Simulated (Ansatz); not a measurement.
BaTiO₃, space group Pm-3m, a band structure

Computed with Ansatz 0.2.0 through its Python package.

Typed at the interpreter:
```pycon
>>> import warnings
>>> import ansatz as az
>>> import numpy as np
>>> from pymatgen.core import Lattice, Structure
>>> from pymatgen.io.ase import AseAtomsAdaptor
>>> warnings.simplefilter("ignore", az.DeckWarning)
>>> pmg_structure = Structure(
...     Lattice([[4.006, 0.0, 0.0], [0.0, 4.006, 0.0], [0.0, 0.0, 4.006]]),
...     ["Ba", "Ti", "O", "O", "O"],
...     [
...         [0.5, 0.5, 0.5],
...         [0.0, 0.0, 0.0],
...         [0.5, 0.0, 0.0],
...         [0.0, 0.5, 0.0],
...         [0.0, 0.0, 0.5],
...     ],
... )
>>> xtal = az.Crystal.from_ase(AseAtomsAdaptor.get_atoms(pmg_structure))
>>> xtal.resolved().tree()["lattice"]
((4.006, 0.0, 0.0), (0.0, 4.006, 0.0), (0.0, 0.0, 4.006))
>>> # high-symmetry points in fractions of the reciprocal vectors
>>> path = [
...     ("G", (0.0, 0.0, 0.0)),
...     ("X", (0.0, 0.5, 0.0)),
...     ("M", (0.5, 0.5, 0.0)),
...     ("G", (0.0, 0.0, 0.0)),
...     ("R", (0.5, 0.5, 0.5)),
...     ("X", (0.0, 0.5, 0.0)),
... ]
>>> calculation = (
...     xtal.calculation()
...     .pseudopotentials("paw")
...     .basis(550)
...     .occupations("fixed")
...     .functional(az.Functional.PBE, dispersion="d3bj")
...     .kpoints(4, 4, 4)
...     .band_structure([point for _, point in path], intervals=8)
...     .scf(extra_bands=8)
... )
>>> res = calculation.run()
>>> summary = res.report
>>> summary["converged"], summary["free_energy_ev"]
(True, -10160.885627775791)
>>> print("%-22s %14.5f eV" % ("F = E - TS", summary["free_energy_ev"]))
F = E - TS               -10160.88563 eV
>>> print("%-22s %14.5f eV" % ("E", summary["internal_energy_ev"]))
E                        -10160.88563 eV
>>> print("%-22s %14.5f eV" % ("Harris-Foulkes", summary["harris_foulkes_ev"]))
Harris-Foulkes           -10160.88563 eV
>>> print("%-22s %14.5f eV" % ("Fermi level", summary["fermi_energy_ev"]))
Fermi level                  10.27150 eV
>>> bands = res.band_structure()
>>> fermi = bands.fermi_energy_ev
>>> print(f"zero of the bands: {fermi:.3f} eV, the Fermi level found on the SCF mesh")
zero of the bands: 10.272 eV, the Fermi level found on the SCF mesh
>>> levels = bands.channels[0].eigenvalues_ev - fermi
>>> filled = round(summary["n_electrons"]) // 2
>>> valence, conduction = levels[:, filled - 1], levels[:, filled]
>>> print("k (fractions)              top valence  bottom conduction (eV)")
k (fractions)              top valence  bottom conduction (eV)
>>> for k, lo, hi in zip(bands.kpoints_frac, valence, conduction):
...     print(f"{k[0]:7.3f} {k[1]:7.3f} {k[2]:7.3f} {lo:12.3f} {hi:13.3f}")
...
  0.000   0.000   0.000       -0.109         1.786
  0.000   0.062   0.000       -0.141         1.791
  0.000   0.125   0.000       -0.223         1.804
  0.000   0.188   0.000       -0.328         1.824
  0.000   0.250   0.000       -0.436         1.848
  0.000   0.312   0.000       -0.532         1.872
  0.000   0.375   0.000       -0.608         1.893
  0.000   0.438   0.000       -0.657         1.907
  0.000   0.500   0.000       -0.673         1.912
  0.062   0.500   0.000       -0.729         1.989
  0.125   0.500   0.000       -0.874         2.194
  0.188   0.500   0.000       -0.737         2.476
  0.250   0.500   0.000       -0.471         2.783
  0.312   0.500   0.000       -0.274         3.072
  0.375   0.500   0.000       -0.144         3.309
  0.438   0.500   0.000       -0.072         3.464
  0.500   0.500   0.000       -0.050         3.519
  0.438   0.438   0.000       -0.093         3.455
  0.375   0.375   0.000       -0.207         3.275
  0.312   0.312   0.000       -0.347         3.006
  0.250   0.250   0.000       -0.452         2.688
  0.188   0.188   0.000       -0.460         2.361
  0.125   0.125   0.000       -0.351         2.071
  0.062   0.062   0.000       -0.176         1.863
  0.000   0.000   0.000       -0.109         1.786
  0.062   0.062   0.062       -0.218         1.928
  0.125   0.125   0.125       -0.444         2.272
  0.188   0.188   0.188       -0.629         2.714
  0.250   0.250   0.250       -0.584         3.172
  0.312   0.312   0.312       -0.369         3.580
  0.375   0.375   0.375       -0.179         3.896
  0.438   0.438   0.438       -0.047         4.102
  0.500   0.500   0.500        0.000         4.174
  0.438   0.500   0.438       -0.025         4.112
  0.375   0.500   0.375       -0.106         3.933
  0.312   0.500   0.312       -0.255         3.652
  0.250   0.500   0.250       -0.483         3.284
  0.188   0.500   0.188       -0.777         2.856
  0.125   0.500   0.125       -0.928         2.419
  0.062   0.500   0.062       -0.759         2.060
  0.000   0.500   0.000       -0.673         1.912
>>> print(f"on this path: least direct gap {np.min(conduction - valence):.3f} eV, least gap {conduction.min() - valence.max():.3f} eV")
on this path: least direct gap 1.895 eV, least gap 1.786 eV
```

Total energies depend on the potentials; only differences at equal settings carry meaning. A total without «per atom» is that of the cell as typed. Spin is left out of this run. Semilocal gaps usually lie well under measured ones. The Fermi level of a run with fixed occupations marks the highest occupied state on its mesh, not mid-gap. Only differences from the Fermi energy are physical; the zero of the scale is a convention. This is a high-temperature or high-pressure form, not the ambient phase. The structure is a deposited one; some such entries were measured under pressure or heat, so a shift against it needn't be the functional's error alone. Gaps and levels are Kohn-Sham values on a finite set of k-points, without spin-orbit coupling. It ran for 4.1 s on 1 thread of Intel(R) Xeon(R) Processor @ 2.30GHz, on a shared host, peak memory 0.59 GiB.
